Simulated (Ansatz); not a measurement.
**C₂H₈ClNSi: up Jacob's ladder to CCSD(T)**

How much do the methods differ for C₂H₈ClNSi? The plan is to run it at one geometry with functionals of several rungs and with coupled cluster. The yardstick is the atomisation energy at the CCSD(T) limit.

Method: functionals in def2-TZVPP, the program's frozen cores in correlated methods; program: Ansatz 0.2.0, Gaussian basis.

Plan: PBE-D4, r2SCAN-D4, PBE0-D4, B3LYP-D4, ωB97X-V, ωB97M-V, B2PLYP; CCSD(T)/def2-TZVPP; MP2/def2-QZVPP; extrapolation to the limit.

## (1) The relaxed structure

An earlier PBE0-D4 in a triple-zeta def2 set relaxation fixed the geometry.

SMILES `CNC[SiH2]Cl`, 13 atoms, charge 0, spin multiplicity 1.

Atoms are counted from 1 here; the program's logs count them from 0.

Bond lengths: C1–N2 1.447 Å, C1–H6 1.103 Å, C1–H7 1.093 Å, C1–H8 1.091 Å, N2–C3 1.450 Å, N2–H9 1.012 Å, C3–Si4 1.880 Å, C3–H10 1.097 Å, C3–H11 1.106 Å, Si4–Cl5 2.066 Å, Si4–H12 1.485 Å, Si4–H13 1.482 Å. Angles: N2–C1–H6 113.9°, N2–C1–H7 110.1°, N2–C1–H8 109.4°, H6–C1–H7 107.3°, H6–C1–H8 108.5°, H7–C1–H8 107.5°, C1–N2–C3 114.0°, C1–N2–H9 109.5°, C3–N2–H9 109.4°, N2–C3–Si4 114.6°, N2–C3–H10 108.6°, N2–C3–H11 114.1°, Si4–C3–H10 104.0°, Si4–C3–H11 108.4°, H10–C3–H11 106.3°, C3–Si4–Cl5 112.2°, C3–Si4–H12 108.8°, C3–Si4–H13 111.3° and more.

## (2) PBE-D4 (GGA)

File in.yaml:

```yaml
crystal:
  periodic: [false, false, false]
  atoms:
    - {symbol: C, position_ang: [-1.524550, -0.501357, 0.537935]}
    - {symbol: N, position_ang: [-0.164884, -0.638732, 1.014014]}
    - {symbol: C, position_ang: [0.839553, -0.517426, -0.024345]}
    - {symbol: Si, position_ang: [1.074224, 1.226204, -0.686003]}
    - {symbol: Cl, position_ang: [-0.318714, 1.704683, -2.134659]}
    - {symbol: H, position_ang: [-1.770035, -1.164682, -0.307816]}
    - {symbol: H, position_ang: [-1.706125, 0.524744, 0.208591]}
    - {symbol: H, position_ang: [-2.217143, -0.711130, 1.354858]}
    - {symbol: H, position_ang: [-0.059152, -1.529666, 1.481129]}
    - {symbol: H, position_ang: [1.817514, -0.773487, 0.402649]}
    - {symbol: H, position_ang: [0.687762, -1.199480, -0.881903]}
    - {symbol: H, position_ang: [2.401930, 1.312362, -1.344488]}
    - {symbol: H, position_ang: [0.960021, 2.233166, 0.394837]}
basis:
  gaussian: {orbitals: def2-TZVPP}
hamiltonian: {xc: pbe, dispersion: d4}
output: {forces: true, orbitals: {seedname: orbitals}}
```

Launch:

```
$ ansatz run in.yaml --threads 4 --pin off --events-out ev --progress --plain --max-ram 10444MiB
```

Further steps of the session: r2SCAN-D4 (meta-GGA); PBE0-D4 (hybrid); B3LYP-D4 (hybrid); ωB97X-V (range-separated); ωB97M-V (range-separated); B2PLYP (double hybrid); CCSD(T) in def2-TZVPP; MP2 in def2-QZVPP.

**Question.** What will the summary of the whole plan be? Wanted: atomisation energy, CCSD(T)/CBS; farthest; mean size of error, hybrid; mean size of error, range-separated; gap, smallest and largest; T1 diagnostic; triples share of the correlation energy.

**Answer**, as computed:

| quantity | value |
| --- | --- |
| atomisation energy, CCSD(T)/CBS | 1093.9 kcal/mol |
| functionals within 5.5 kcal/mol (0.5 %) | r2SCAN-D4, PBE0-D4, B3LYP-D4, ωB97M-V |
| farthest | PBE-D4 (+15.2 kcal/mol) |
| mean size of error, hybrid | 1.1 kcal/mol |
| mean size of error, range-separated | 5.1 kcal/mol |
| gap, smallest and largest | 4.79 eV (PBE-D4), 11.61 eV (ωB97X-V) |
| T1 diagnostic | 0.0093 |
| triples share of the correlation energy | 3.8 % |

PBE-D4 is off by +15.2 kcal/mol. Double hybrids carry the basis error of their MP2 part in triple zeta, and no dispersion term here, so their miss is partly the set-up's. Misses under about 5.5 kcal/mol are within the doubt on the reference itself, which lacks core-valence correlation, relativity and higher excitations. Hartree-Fock recovers 73 % of the binding; the rest is correlation. Orbital gaps span 4.8 to 11.6 eV; exact exchange widens them.
